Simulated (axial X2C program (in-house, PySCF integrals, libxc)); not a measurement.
# All-electron X2C curves of ScLi⁺

Aim: find the lowest determinant of ScLi⁺, scan the bond at several levels and fit the constants, once spin-free and once with spin–orbit coupling.

The runs use an in-house X2C program for linear molecules on PySCF integrals; all-electron X2C, Sc dyall-cv3z, Li dyall-cv3z.

All values are calculated.

### 1 Set-up

task.json reads:

```json
{"zs": [21, 3], "q": 1, "bas": ["dyall-cv3z", "dyall-cv3z"], "levels": ["PBE0", "HF", "BP86"], "cc": true, "r0": 2.81, "thr": -2.0, "nmax": 90, "npts": 10, "nst": 2, "ntry": 6}
```

Keys: zs atomic numbers; q charge; bas basis sets; levels methods (HF also brings MP2); cc coupled cluster on or off; r0 starting distance in Å; thr threshold in hartree for freezing inner shells (an s shell follows its p shell); nmax most natural virtual spinors; npts points asked for on the curve; nst determinants followed; ntry starts of the search.

Run with:

```bash
$ python so2c.py task.json out
```

Spin-free means the one-electron spin-free X2C Hamiltonian; two-component (2c) means X2C with spin–orbit coupling and atomic mean-field two-electron Coulomb and Gaunt terms. Basis: Sc dyall-cv3z contracted to [10s11p7d5f2g], Li dyall-cv3z contracted to [7s8p2d]; Gaussian nuclei, density fitting. Masses: Sc 44.956 u, Li 7.016 u.

Notation: σ, π±, δ± give the projection m of an orbital's angular momentum (0, ±1, ±2), α and β its spin, Λ and M_S the sums; ω is the projection of a spinor's total angular momentum and Ω the sum. Logs are in hartree.

The results follow Hamiltonian by Hamiltonian and level by level.

### 2 Which state to follow

PBE0 moves the distance from 2.810 Å to 3.094 Å and compares determinants there.

Spin-free determinants:

```json
{"ΔE (eV)": "0.00", "state": "M_S = 1/2, Λ = 0", "open shells": "beyond closed shells: σα"}
{"ΔE (eV)": "0.06", "state": "M_S = 1/2, Λ = 1", "open shells": "beyond closed shells: π+α"}
{"ΔE (eV)": "0.13", "state": "M_S = 1/2, Λ = 2", "open shells": "beyond closed shells: δ+α"}
{"ΔE (eV)": "0.67", "state": "M_S = 3/2, Λ = 0", "open shells": "beyond closed shells: σα, π+α, π-α"}
{"ΔE (eV)": "0.76", "state": "M_S = 3/2, Λ = 2", "open shells": "beyond closed shells: 2 × σα, δ+α"}
{"ΔE (eV)": "0.86", "state": "M_S = 3/2, Λ = 1", "open shells": "beyond closed shells: 2 × σα, π+α"}
{"ΔE (eV)": "1.31", "state": "M_S = 1/2, Λ = 1", "open shells": "beyond closed shells: 2 × σα, π+β"}
```

Two-component determinants:

| ΔE (eV) | state | open shells |
| --- | --- | --- |
| 0.00 | Ω = 1/2 | excess of +ω over −ω: ω = 1/2 |
| 0.07 | Ω = 3/2 | excess of +ω over −ω: ω = 3/2 |
| 0.14 | Ω = 5/2 | excess of +ω over −ω: ω = 5/2 |
| 0.75 | Ω = 1/2 | excess of +ω over −ω: 2 × ω = -1/2, ω = 3/2 |
| 0.76 | Ω = 7/2 | excess of +ω over −ω: 2 × ω = 1/2, ω = 5/2 |
| 0.86 | Ω = 5/2 | excess of +ω over −ω: 2 × ω = 1/2, ω = 3/2 |
| 1.07 | Ω = 9/2 | excess of +ω over −ω: ω = 1/2, ω = 3/2, ω = 5/2 |

### 3 PBE0, spin-free

State followed: M_S = 1/2, Λ = 0 (beyond closed shells: σα). The scan is laid around 3.094 Å, a first estimate of the minimum, and this SCF restarts from the orbitals of the search.

Output at 3.094 Å:

```text
spin-free X2C-1e  PBE0
basis functions 172  fitting functions 872  grid points 5087
iter        total energy     max residual
   1       -771.318152678     4.58e-05
   2       -771.318152698     1.16e-05
   3       -771.318152701     5.77e-06
converged
one-electron -1072.22557232  Coulomb 330.86520550  exact exchange -9.99454573  xc functional -30.73834174  nuclear repulsion 10.77510158
```

Along the bond, energies from the lowest point:

```
R (Å)  E (eV)  μ (D)  HOMO (eV)  LUMO (eV)  iterations
2.692  0.1680   3.95      -9.77      -6.90          19
2.816  0.0712   4.28      -9.67      -6.84          13
2.908  0.0285   4.54      -9.59      -6.79          12
3.001  0.0062   4.83      -9.51      -6.75          11
3.094  0.0000   5.13      -9.43      -6.70           3
3.202  0.0089   5.50      -9.34      -6.65          13
3.311  0.0312   5.89      -9.25      -6.59          12
3.450  0.0738   6.42      -9.14      -6.52          13
3.620  0.1401   7.09      -9.00      -6.43          12
3.868  0.2503   8.11      -8.81      -6.30          13
```

Dipoles are positive if Li is the positive end and refer to the centre of mass.

Outer orbitals at the reference distance:

```csv
symmetry,occupied,ε (eV),atomic character
σα,yes,-10.16,"90% Sc d, 3% Li s, 3% Li p"
σα,yes,-9.55,"63% Sc s, 14% Li p, 14% Li s"
σβ,yes,-9.43,"53% Sc s, 22% Li s, 17% Li p"
δ+α,no,-6.70,100% Sc d
δ-α,no,-6.70,100% Sc d
π-α,no,-6.20,"92% Sc d, 6% Li p"
π+α,no,-6.20,"92% Sc d, 6% Li p"
```

PBE0 fields in the half plane through the axis: z from -2.4 to 5.4 Å across, distance from the axis 0.15 to 2.25 Å upwards; Sc lies at z = 0 and Li at z = 3.094 Å; the ELF is damped to zero where the density is low.

log10 density (e/bohr³). Ten even steps from ' ' (-5.69 ) to '@' (1.39 ):
```
::::::----------======--------------::::::::....      
::::--------==================----------::::......    
::------==========================--------::::....    
::----========++++++++==============------::::......  
----========++++**++++++++++++========----::::::....  
----====++++****##****++++++++++++==++====--::::....  
--====++++**####%%####**++++++++++++****++==::::....  
--====++++**##%%@@%%##****++++++++**%%##**==--::......
```

ELF. Ten even steps from ' ' (0.00 ) to '@' (1.00 ):
```
        ::++%%%%@@%%%%######****==::                  
      ..--**##%%%%%%####%%%%%%%%%%##==..              
    ....::--==++++++++**##@@@@@@@@%%**::              
  ..::....  ....::....::**@@@@@@@@##::                
..----::      ::--..    ++@@@@@@##                    
--++++--..  ..**%%**..  ==@@@@@@..                    
++####++==++########**--==%%@@##  ::@@@@@@            
**%%%%##**%%@@..%%..@@##++%%@@==  @@@@@@@@##          
```

Re = 3.088 Å, ωe = 260.6 cm⁻¹, ωexe = 1.9 cm⁻¹, Be = 0.2913 cm⁻¹, De = 1.23 eV, μ = 5.11 D.

### 4 HF, spin-free

The SCF at the reference distance of 3.094 Å:

```text
spin-free X2C-1e  HF
basis functions 172  fitting functions 872  grid points 5087
iter        total energy     max residual
   1       -770.563448143     1.82e-01
   2       -770.573151212     7.31e-03
   3       -770.573973752     9.78e-03
   4       -770.574269736     4.24e-03
   5       -770.574417681     1.63e-03
   6       -770.574587465     4.54e-03
   7       -770.574847136     7.46e-03
   8       -770.575118696     7.31e-03
   9       -770.575378356     3.29e-03
  10       -770.575503011     1.41e-03
  11       -770.575523234     1.33e-03
  12       -770.575530971     2.83e-04
  13       -770.575532162     1.30e-04
  14       -770.575532472     1.00e-04
  15       -770.575532537     2.73e-05
  16       -770.575532549     8.84e-06
  17       -770.575532550     4.40e-06
  18       -770.575532551     9.41e-07
converged
one-electron -1071.96665178  Coulomb 330.64853596  exact exchange -40.03251831  xc functional 0.00000000  nuclear repulsion 10.77510158
```

Re = 3.350 Å, ωe = 198.8 cm⁻¹, ωexe = 0.902 cm⁻¹, Be = 0.2476 cm⁻¹, De = 1.17 eV, μ = 6.07 D. ⟨S²⟩ = 1.15 against 0.75 for a pure state, so this determinant mixes spins.

### 5 BP86, spin-free

Output at 3.094 Å:

```text
spin-free X2C-1e  BP86
basis functions 172  fitting functions 872  grid points 5087
iter        total energy     max residual
   1       -771.614610229     1.14e-01
   2       -771.616404096     3.94e-03
   3       -771.616406993     1.84e-02
   4       -771.616605254     1.53e-03
   5       -771.616614922     3.67e-04
   6       -771.616617956     2.82e-04
   7       -771.616618186     9.37e-05
   8       -771.616618279     2.35e-05
   9       -771.616618290     8.47e-06
  10       -771.616618295     3.86e-06
converged
one-electron -1072.28188924  Coulomb 330.91671406  exact exchange 0.00000000  xc functional -41.02654469  nuclear repulsion 10.77510158
```

Re = 3.095 Å, ωe = 254.0 cm⁻¹, ωexe = 2.01 cm⁻¹, Be = 0.29 cm⁻¹, De = 1.14 eV, μ = 5.63 D.

### 6 Correlated methods, spin-free

Correlated methods: 11 electrons correlated (frozen shells, counted by type: Sc 2 s, 1 p; Li 1 s), 277 virtual spinors in MP2, 90 natural virtuals in coupled cluster.

Output of the correlated part at 3.094 Å:

```text
correlated 11  virtual 277  natural virtual 90  E(MP2) -0.306558864  MP2 remainder -0.009817894
iter   CCSD correlation   residual
   1     -0.314948173   1.20e-01
   2     -0.324710268   6.99e-02
   3     -0.326502008   3.92e-02
   4     -0.327326586   2.18e-02
   5     -0.328019382   8.95e-03
   6     -0.328195329   3.64e-03
   7     -0.328200648   1.80e-03
   8     -0.328192799   8.52e-04
   9     -0.328202263   4.22e-04
  10     -0.328204834   2.13e-04
  11     -0.328205252   1.21e-04
  12     -0.328205041   6.54e-05
  13     -0.328205649   2.79e-05
  14     -0.328206310   1.23e-05
  15     -0.328206590   6.31e-06
  16     -0.328206714   3.50e-06
  17     -0.328206732   1.89e-06
(T) -0.010399091  T1 0.0803  D1 0.2216  max T2 0.144
```

T1 in the output is the amplitude norm over the root of the electron number; divide by √2 for the Lee–Taylor value.

MP2: No constants are quoted: the reference is strongly spin-contaminated.

CCSD: Re = 3.042 Å, ωe = 280.5 cm⁻¹, ωexe = 1.8 cm⁻¹, Be = 0.3002 cm⁻¹, De = 1.03 eV. T1 at Re = 0.055 (Lee–Taylor, the printed value over √2).

CCSD(T): Re = 3.037 Å, ωe = 283.2 cm⁻¹, ωexe = 1.65 cm⁻¹, Be = 0.3012 cm⁻¹, De = 1.03 eV. T1 at Re = 0.055 (Lee–Taylor, the printed value over √2).

### 7 A higher determinant, spin-free

State: M_S = 1/2, Λ = 1 (beyond closed shells: π+α).

Output at the reference distance:

```text
spin-free X2C-1e  PBE0
basis functions 172  fitting functions 872  grid points 5087
iter        total energy     max residual
   1       -771.315884472     4.91e-05
   2       -771.315884523     2.48e-05
   3       -771.315884542     5.40e-06
   4       -771.315884543     4.58e-06
converged
one-electron -1072.40231719  Coulomb 331.04688063  exact exchange -9.99480821  xc functional -30.74074135  nuclear repulsion 10.77510158
```

```csv
R (Å),E above the lowest PBE0 point (eV)
2.692,0.215
2.816,0.126
2.908,0.087
3.001,0.067
3.094,0.062
3.202,0.071
3.311,0.094
3.450,0.136
3.620,0.200
```

Re = 3.080 Å, ωe = 256.1 cm⁻¹, ωexe = 1.93 cm⁻¹, Be = 0.2927 cm⁻¹, μ = 4.93 D. Te = 0.06 eV.

### 8 The spin-free curves together

Energy (eV) of the followed determinant, spin-free, from each level's lowest point:

```
R (Å)   PBE0     HF  MP2 (spin-contaminated)   CCSD  CCSD(T)   BP86
2.692  0.168  0.317                    0.064    n/a      n/a  0.168
2.816  0.071  0.187                    0.010  0.053    0.051  0.072
2.908  0.028  0.118                    0.000  0.016    0.015  0.029
3.001  0.006  0.068                    0.006  0.000    0.000  0.007
3.094  0.000  0.034                    0.024  0.001    0.002  0.000
3.202  0.009  0.010                    0.053  0.018    0.020  0.008
3.311  0.031  0.000                    0.089  0.049    0.053  0.028
3.450  0.074  0.003                    0.142  0.104    0.110  0.067
3.620  0.140  0.026                    0.213    n/a      n/a  0.129
3.868  0.250  0.085                    0.323    n/a      n/a  0.232
```

### 9 PBE0, 2c

State followed: Ω = 1/2 (excess of +ω over −ω: ω = 1/2). The scan is laid around 3.094 Å, a first estimate of the minimum, and this SCF restarts from the orbitals of the search.

Output at 3.094 Å:

```text
two-component X2C + atomic mean field  PBE0
basis functions 172  fitting functions 872  grid points 5087
iter        total energy     max residual
   1       -771.158249002     9.27e-06
   2       -771.158249004     7.37e-06
converged
one-electron -1071.81538457  Coulomb 330.76660244  exact exchange -9.99176994  xc functional -30.72970190  nuclear repulsion 10.77510158  atomic mean-field constant -0.16309663
```

Along the bond, energies from the lowest point:

```csv
R (Å),E (eV),μ (D),HOMO (eV),LUMO (eV),iterations
2.692,0.1680,3.95,-9.77,-6.91,21
2.816,0.0712,4.28,-9.67,-6.85,13
2.908,0.0285,4.54,-9.59,-6.80,12
3.001,0.0062,4.83,-9.51,-6.76,11
3.094,0.0000,5.13,-9.43,-6.71,2
3.202,0.0089,5.50,-9.34,-6.66,13
3.311,0.0312,5.89,-9.25,-6.61,12
3.450,0.0738,6.42,-9.14,-6.53,13
3.620,0.1400,7.09,-9.00,-6.45,12
3.868,0.2501,8.11,-8.81,-6.32,14
```

Dipoles are positive if Li is the positive end and refer to the centre of mass.

Outer spinors at the reference distance:

```csv
ω,occupied,ε (eV),atomic character,λ mixture
1/2,yes,-10.16,"90% Sc d, 3% Li s, 3% Li p",100% σ
1/2,yes,-9.55,"63% Sc s, 14% Li p, 14% Li s",100% σ
-1/2,yes,-9.43,"53% Sc s, 22% Li s, 17% Li p",100% σ
-3/2,no,-6.71,100% Sc d,100% δ
5/2,no,-6.70,100% Sc d,100% δ
-1/2,no,-6.20,"92% Sc d, 6% Li p",100% π
3/2,no,-6.20,"92% Sc d, 6% Li p","98% π, 2% δ"
```

PBE0 fields in the half plane through the axis: z from -2.4 to 5.4 Å across, distance from the axis 0.15 to 2.25 Å upwards; Sc lies at z = 0 and Li at z = 3.094 Å; the ELF is damped to zero where the density is low.

log10 density (e/bohr³). Ten even steps from ' ' (-5.69 ) to '@' (1.39 ):
```
::::::----------======----------------::::::....      
::::--------==================----------::::......    
::------==========================--------::::....    
::----========++++++++==============------::::......  
----========++++**++++++++++++========----::::::....  
----====++++****##****++++++++++++==++====--::::....  
--====++++**####%%####**++++++++++++****++==::::....  
--====++++**##%%@@%%##****++++++++**%%##**==--::......
```

ELF. Ten even steps from ' ' (0.00 ) to '@' (1.00 ):
```
        ::++##%%@@%%%%######****==::                  
      ..--**##%%%%%%####%%%%%%%%%%##==..              
    ....::--==++++++++**##@@@@@@@@%%**::              
  ..::....  ....::....::**@@@@@@@@##::                
..----::      ::--..    ++@@@@@@##                    
--++++--..  ..**%%**..  ==@@@@@@..                    
++####++==++########**--==%%@@##  ::@@@@@@            
**%%%%##**%%@@..%%..@@##++%%@@==  @@@@@@@@##          
```

Re = 3.088 Å, ωe = 260.5 cm⁻¹, ωexe = 1.9 cm⁻¹, Be = 0.2912 cm⁻¹, De = 1.23 eV, μ = 5.11 D.

### 10 HF, 2c

Output at 3.094 Å:

```text
two-component X2C + atomic mean field  HF
basis functions 172  fitting functions 872  grid points 5087
iter        total energy     max residual
   1       -770.403856915     1.82e-01
   2       -770.413561931     7.23e-03
   3       -770.414386345     9.80e-03
   4       -770.414683381     4.25e-03
   5       -770.414832263     1.64e-03
   6       -770.415003587     4.57e-03
   7       -770.415265325     7.51e-03
   8       -770.415538483     7.35e-03
   9       -770.415799449     3.28e-03
  10       -770.415923287     1.41e-03
  11       -770.415943685     1.34e-03
  12       -770.415951764     2.88e-04
  13       -770.415953307     1.57e-04
  14       -770.415954115     1.78e-04
  15       -770.415954819     1.36e-04
  16       -770.415955940     1.36e-04
  17       -770.415958057     3.06e-04
  18       -770.415962757     5.66e-04
  19       -770.415972624     8.46e-04
  20       -770.415989173     9.99e-04
  21       -770.416008948     1.12e-03
  22       -770.416028186     4.41e-04
  23       -770.416031453     1.66e-04
  24       -770.416031772     6.52e-05
  25       -770.416031864     2.20e-05
  26       -770.416031876     1.23e-05
  27       -770.416031880     6.85e-06
  28       -770.416031881     5.08e-06
  29       -770.416031883     5.23e-06
  30       -770.416031884     4.05e-06
  31       -770.416031884     1.95e-06
converged
one-electron -1071.56496320  Coulomb 330.55679171  exact exchange -40.01986535  xc functional 0.00000000  nuclear repulsion 10.77510158  atomic mean-field constant -0.16309663
```

Re = 3.347 Å, ωe = 199.4 cm⁻¹, ωexe = 0.925 cm⁻¹, Be = 0.2479 cm⁻¹, De = 1.17 eV, μ = 6.08 D.

### 11 BP86, 2c

The SCF at the reference distance of 3.094 Å:

```text
two-component X2C + atomic mean field  BP86
basis functions 172  fitting functions 872  grid points 5087
iter        total energy     max residual
   1       -771.454505081     1.14e-01
   2       -771.456300078     3.94e-03
   3       -771.456302759     1.84e-02
   4       -771.456501077     1.54e-03
   5       -771.456510827     3.69e-04
   6       -771.456513499     2.87e-04
   7       -771.456514142     9.39e-05
   8       -771.456514196     5.77e-05
   9       -771.456514208     4.99e-05
  10       -771.456514219     4.29e-05
  11       -771.456513815     4.22e-05
  12       -771.456513838     2.96e-05
  13       -771.456513854     2.55e-06
  14       -771.456513854     5.61e-07
converged
one-electron -1071.87181726  Coulomb 330.81822972  exact exchange 0.00000000  xc functional -41.01493127  nuclear repulsion 10.77510158  atomic mean-field constant -0.16309663
```

Re = 3.095 Å, ωe = 253.9 cm⁻¹, ωexe = 1.97 cm⁻¹, Be = 0.29 cm⁻¹, De = 1.14 eV, μ = 5.63 D.

### 12 MP2 and beyond, 2c

Correlated methods: 11 electrons correlated (frozen shells, counted by type: Sc 2 s, 1 p; Li 1 s), 277 virtual spinors in MP2, 90 natural virtuals in coupled cluster.

Output of the correlated part at 3.094 Å:

```text
correlated 11  virtual 277  natural virtual 90  E(MP2) -0.306526285  MP2 remainder -0.009836616
iter   CCSD correlation   residual
   1     -0.314964034   1.20e-01
   2     -0.324754729   7.00e-02
   3     -0.326553119   3.93e-02
   4     -0.327388508   2.20e-02
   5     -0.328084966   9.06e-03
   6     -0.328266600   3.78e-03
   7     -0.328273596   1.92e-03
   8     -0.328265825   9.44e-04
   9     -0.328276679   4.87e-04
  10     -0.328279627   2.52e-04
  11     -0.328280238   1.47e-04
  12     -0.328279954   9.25e-05
  13     -0.328280746   6.29e-05
  14     -0.328281899   5.18e-05
  15     -0.328282619   4.46e-05
  16     -0.328282827   3.57e-05
  17     -0.328282282   2.29e-05
  18     -0.328281958   1.23e-05
  19     -0.328281850   6.02e-06
  20     -0.328281854   3.48e-06
(T) -0.010423505  T1 0.0804  D1 0.2206  max T2 0.145
```

MP2: No constants are quoted: the reference is strongly spin-contaminated.

CCSD: Re = 3.044 Å, ωe = 280.0 cm⁻¹, ωexe = 1.76 cm⁻¹, Be = 0.2998 cm⁻¹, De = 1.03 eV. T1 at Re = 0.055 (Lee–Taylor, the printed value over √2).

CCSD(T): Re = 3.038 Å, ωe = 282.7 cm⁻¹, ωexe = 1.56 cm⁻¹, Be = 0.3009 cm⁻¹, De = 1.02 eV. T1 at Re = 0.055 (Lee–Taylor, the printed value over √2).

### 13 A higher determinant, 2c

State: Ω = 3/2 (excess of +ω over −ω: ω = 3/2).

Output at the reference distance:

```text
two-component X2C + atomic mean field  PBE0
basis functions 172  fitting functions 872  grid points 5087
iter        total energy     max residual
   1       -771.155833991     4.20e-05
   2       -771.155833999     1.58e-05
converged
one-electron -1071.98996624  Coulomb 330.94613012  exact exchange -9.99200244  xc functional -30.73200039  nuclear repulsion 10.77510158  atomic mean-field constant -0.16309663
```

```
R (Å)  E above the lowest PBE0 point (eV)
2.692                               0.219
2.816                               0.130
2.908                               0.091
3.001                               0.070
3.094                               0.066
3.202                               0.075
3.311                               0.098
3.450                               0.140
3.620                               0.205
```

Re = 3.080 Å, ωe = 256.2 cm⁻¹, ωexe = 1.93 cm⁻¹, Be = 0.2928 cm⁻¹, μ = 4.93 D. Te = 0.07 eV.

### 14 The 2c curves together

Energy (eV) of the followed determinant, 2c, from each level's lowest point:

```
R (Å)   PBE0     HF  MP2 (spin-contaminated)   CCSD  CCSD(T)   BP86
2.692  0.168  0.317                    0.072    n/a      n/a  0.168
2.816  0.071  0.187                    0.011  0.054    0.052  0.072
2.908  0.029  0.118                    0.000  0.016    0.016  0.029
3.001  0.006  0.068                    0.005  0.000    0.000  0.007
3.094  0.000  0.033                    0.021  0.000    0.001  0.000
3.202  0.009  0.010                    0.048  0.018    0.020  0.008
3.311  0.031  0.000                    0.084  0.048    0.052  0.028
3.450  0.074  0.004                    0.136  0.103    0.109  0.067
3.620  0.140  0.027                    0.207    n/a      n/a  0.129
3.868  0.250  0.086                    0.317    n/a      n/a  0.232
```

Time for the job: 2.8 min (1 thread of Arm Neoverse V2, shared host); peak memory 0.68 GiB.

### 15 Results

Lowest determinant that the search found at its distance, spin-free: M_S = 1/2, Λ = 0 (beyond closed shells: σα).

Lowest determinant that the search found at its distance, 2c: Ω = 1/2 (excess of +ω over −ω: ω = 1/2).

```json
{"Hamiltonian": "spin-free", "level": "PBE0", "Re (Å)": "3.088", "ωe (cm⁻¹)": "260.6", "De (eV)": "1.23", "μ (D)": "5.11"}
{"Hamiltonian": "spin-free", "level": "HF", "Re (Å)": "3.350", "ωe (cm⁻¹)": "198.8", "De (eV)": "1.17", "μ (D)": "6.07"}
{"Hamiltonian": "spin-free", "level": "CCSD", "Re (Å)": "3.042", "ωe (cm⁻¹)": "280.5", "De (eV)": "1.03", "μ (D)": "n/a"}
{"Hamiltonian": "spin-free", "level": "CCSD(T)", "Re (Å)": "3.037", "ωe (cm⁻¹)": "283.2", "De (eV)": "1.03", "μ (D)": "n/a"}
{"Hamiltonian": "spin-free", "level": "BP86", "Re (Å)": "3.095", "ωe (cm⁻¹)": "254.0", "De (eV)": "1.14", "μ (D)": "5.63"}
{"Hamiltonian": "2c", "level": "PBE0", "Re (Å)": "3.088", "ωe (cm⁻¹)": "260.5", "De (eV)": "1.23", "μ (D)": "5.11"}
{"Hamiltonian": "2c", "level": "HF", "Re (Å)": "3.347", "ωe (cm⁻¹)": "199.4", "De (eV)": "1.17", "μ (D)": "6.08"}
{"Hamiltonian": "2c", "level": "CCSD", "Re (Å)": "3.044", "ωe (cm⁻¹)": "280.0", "De (eV)": "1.03", "μ (D)": "n/a"}
{"Hamiltonian": "2c", "level": "CCSD(T)", "Re (Å)": "3.038", "ωe (cm⁻¹)": "282.7", "De (eV)": "1.02", "μ (D)": "n/a"}
{"Hamiltonian": "2c", "level": "BP86", "Re (Å)": "3.095", "ωe (cm⁻¹)": "253.9", "De (eV)": "1.14", "μ (D)": "5.63"}
```

Dipoles are positive if Li is the positive end and refer to the centre of mass. No constants: spin-free MP2 (the reference is strongly spin-contaminated); 2c MP2 (the reference is strongly spin-contaminated). Spin-free ⟨S²⟩ is off its pure value at HF 1.15.

Time per point (s) on 1 thread of Arm Neoverse V2, shared host (2c runs; CCSD comes with the CCSD(T) run); the times are rough: PBE0 0.47, HF 0.45, CCSD(T) 5.6, BP86 0.33.

**Reading.** At CCSD(T), going from spin-free to two-component changes Re by +2 mÅ, ωe by -0.2 %; the spin-free picture holds up (part of it comes from the scalar share of the two-electron terms). De moves by -0.01 eV; both De rest on single-determinant atoms, which can miss part of an open shell's spin–orbit lowering.

De refers to Sc + Li+, each in the lowest determinant found, which need not be this curve's own limit. Each curve is one determinant whose occupation by symmetry is held fixed; it was picked as the lowest of a PBE0 search that is not exhaustive. De is counted from the lowest determinant-based energies of the atoms at the same level, without counterpoise correction. Density functionals use the spin component along the axis (collinear). Coupled cluster ran in a truncated set of natural virtual spinors; the MP2 energy of the rest was added. The spin-free determinant is spin-contaminated at some levels. T1 at Re is 0.055 (Lee–Taylor), above the customary mark of 0.02.
